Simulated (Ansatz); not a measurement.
# Ba3Si2: the cost of one run

Method: DFT PBE, scalar-relativistic, plane waves, PAW, in Ansatz 0.2.0.

### 1 The starting structure

The structure is trigonal, space group R-3m (No. 166). The conventional cell has a = 4.163 Å, b = 4.163 Å, c = 28.945 Å, α = 90.00°, β = 90.00°, γ = 120.00°. Around Ba (site symmetry -3m) lie 6 Si at 3.08 Å. Ba (site symmetry 3m) is surrounded by 3 Si at 2.92 Å. Si (site symmetry 3m) has 6 Ba at 2.92 to 3.08 Å as nearest neighbours.

Coordinates:

```cif
data_structure
_symmetry_space_group_name_H-M 'R-3m:H'
_symmetry_Int_Tables_number 166
_cell_length_a 4.1628
_cell_length_b 4.1628
_cell_length_c 28.9448
_cell_angle_alpha 90.000
_cell_angle_beta 90.000
_cell_angle_gamma 120.000
_cell_volume 434.37
loop_
_atom_site_label
_atom_site_type_symbol
_atom_site_symmetry_multiplicity
_atom_site_Wyckoff_symbol
_atom_site_fract_x
_atom_site_fract_y
_atom_site_fract_z
_atom_site_occupancy
Ba1 Ba 3 a 0.00000 0.00000 0.00000 1
Ba2 Ba 6 c 0.00000 0.00000 0.20950 1
Si1 Si 6 c 0.33333 0.66667 0.06667 1
```

(A quick probe on a coarse mesh, which set the mesh and smearing, is not shown.)

### 3 Rough relaxation on the coarse mesh

The input, input.yaml:

```yaml
crystal:
  lattice:
    - [2.0813823901, 1.2016866832, 9.6482631708]
    - [-2.0813823901, 1.2016866832, 9.6482631708]
    - [0.0, -2.4033733663, 9.6482631708]
  atoms:
    - { symbol: Ba, position: [0.0, 0.0, 0.0] }
    - { symbol: Ba, position: [0.2095, 0.2095, 0.2095] }
    - { symbol: Ba, position: [0.7905, 0.7905, 0.7905] }
    - { symbol: Si, position: [0.4, 0.4, 0.4] }
    - { symbol: Si, position: [0.6, 0.6, 0.6] }
basis:
  ecutwfc: 420
kpoints:
  mp_grid: { grid: [6, 6, 6] }
hamiltonian:
  xc: pbe
scf:
  occupations: { method: gaussian, width: 0.1 }
  lower_state_search: "off"
output:
  forces: true
  stress: true
  eigenvalues: true
relax:
  adjacent_minimum: "off"
  f_tol: 0.04
  max_steps: 70
  cell: { stress_tol: 0.4 }
```

On the command line:

```
$ ansatz run input.yaml --threads 1 --pin off --max-ram 2560MiB --backend cpu --events-out ev --progress --plain --runs-dir out
```

**Question.** How long does this run take on 1 thread of Intel Xeon 6975P-C (Granite Rapids), shared host, and how much memory does it need?

About 2 min, with a peak of 0.5 GiB.
